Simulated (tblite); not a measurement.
# C5H10AlBO: the cost of one run

Programs: tblite 0.8.0 and PySCF 2.14.0, with density-fitted response routines of our own. Each step states its level of theory. These are calculated values for one molecule in the gas phase, unless marked as measured. Atoms are numbered from 0 throughout.

### Step 1. The molecule as given

18 atoms, charge 0, multiplicity 1; geometry from: force field or distance geometry start.

Bonds of the start (Å): C0–C1 1.33, C1–C2 1.49, C2–C3 1.52, C3–C4 1.34, C4–B5 1.57, B5–O6 1.47, O6–Al7 1.85, C0–H8 1.09, C0–H9 1.09, C1–H10 1.10, C2–H11 1.10, C2–H12 1.12, C3–H13 1.08, C4–H14 1.10, B5–H15 1.18, Al7–H16 1.60, Al7–H17 1.59.

### Step 2. Relaxing the molecule with GFN2-xTB

The job: settings as JSON, then the geometry in Å.

```
{"job": {"kind": "relax", "xc": "GFN2-xTB", "basis": "xTB"}, "charge": 0, "multiplicity": 1}
C     -2.329400    -0.202000     1.136400
C     -1.473400    -1.008400     0.521400
C     -1.293300    -1.023600    -0.960400
C     -0.721700     0.288800    -1.467600
C      0.550100     0.670800    -1.256900
B      1.640300    -0.168400    -0.503200
O      2.994600     0.374300    -0.336400
Al     3.002600     1.182800     1.324500
H     -2.944500     0.487800     0.564900
H     -2.444800    -0.222500     2.221700
H     -0.880400    -1.700100     1.129600
H     -0.656300    -1.869800    -1.269500
H     -2.300900    -1.178600    -1.425900
H     -1.375500     0.945200    -2.013200
H      0.856200     1.645900    -1.652900
H      1.409400    -1.259700    -0.104400
H      3.386300     0.337700     2.622200
H      2.571900     2.706100     1.458100
```

Started as:

```sh
> OMP_NUM_THREADS=1 python probes_run.py task.json out
```

This one command runs all jobs of the session in turn.

Q: Estimate the wall time and peak memory of this first job on 1 thread of Arm Neoverse V1, shared host.

About 1.8 s, with a peak of 0.18 GiB.
